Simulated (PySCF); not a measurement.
**How the numerical set-up moves the result for Bi2**

Aim: see how much the energy and properties of Bi2 depend on the numerical set-up.

Program: PySCF 2.14.0. Level of theory: each script names its method and basis. These are calculated values, not measurements.

6 further runs of the same task are left out: 2 for a known fault of the program, 4 that didn't finish.

## 1. Where the work starts

Bi2: 2 atoms, charge 0, spin multiplicity 1.

Bond lengths: Bi1–Bi2 2.774 Å.

## 2. The base run

File input.py:

```python
from pyscf import gto, dft
from pyscf.geomopt.geometric_solver import optimize

mol = gto.M(
    atom='Bi 0 0 0; Bi 0 0 2.774',
    basis='lanl2dz',
    ecp={'Bi': 'lanl2dz'},
    charge=0,
    spin=0,
    symmetry=True,
    verbose=4,
)
mf = dft.RKS(mol, xc='blyp')
mf.kernel()
g = mf.nuc_grad_method()
g.grid_response = True
mol_eq = optimize(g.as_scanner(), maxsteps=30)
print('optimised geometry (angstrom)')
print(mol_eq.tostring('raw'))
print('orbital energies (hartree):', mf.mo_energy[..., max(0, mol.nelec[1]-3):mol.nelec[0]+3].round(4))
```

On the command line:

```sh
> OMP_NUM_THREADS=1 python input.py
```

The log of this run is left out.

It gives: at the starting geometry E(SCF) = -10.879615 Eh, 6 cycles, optimised bond 2.662 Å in 6 steps; the optimisation lowers the energy by 0.072 eV.

## 3. Def2-svpd

Edit 1 changes basis set: lanl2dz → def2-svpd. The core potential changes with it: totals don't compare.

File input.py:

```python
from pyscf import gto, dft
from pyscf.geomopt.geometric_solver import optimize

mol = gto.M(
    atom='Bi 0 0 0; Bi 0 0 2.774',
    basis='def2-svpd',
    ecp={'Bi': 'def2-svpd'},
    charge=0,
    spin=0,
    symmetry=True,
    verbose=4,
)
mf = dft.RKS(mol, xc='blyp')
mf.kernel()
g = mf.nuc_grad_method()
g.grid_response = True
mol_eq = optimize(g.as_scanner(), maxsteps=30)
print('optimised geometry (angstrom)')
print(mol_eq.tostring('raw'))
print('orbital energies (hartree):', mf.mo_energy[..., max(0, mol.nelec[1]-3):mol.nelec[0]+3].round(4))
```

On the command line:

```sh
> OMP_NUM_THREADS=1 python input.py
```

## 4. Cartesian functions on

Edit 2 changes Cartesian functions: off → on.

Edit input.py of step 2 so:

```diff
@@ -10,2 +10,3 @@
     symmetry=True,
+    cart=True,
     verbose=4,
```

Before running it: what results should come out? Wanted: for each run, E(SCF); from base; gap; after the SCF.

The runs gave:

```csv
run,E(SCF) (hartree),from base (eV),cycles,gap (eV),functions,after the SCF
base,-10.879615,0,6,1.78,16,"bond 2.662 Å, -0.072 eV"
def2-svpd,-429.254309,not comparable,8,1.71,64,"bond 2.698 Å, -0.035 eV"
Cartesian functions on,-10.879615,0.0000,6,1.78,16,"bond 2.662 Å, -0.072 eV"
```

SCF columns refer to the geometry typed in the script.

In words: With Cartesian functions on the SCF ends at the base energy. The basis has no d shells, so the Cartesian switch can't act. The dearest run is “def2-svpd”, at 30 s against 3.9 s.
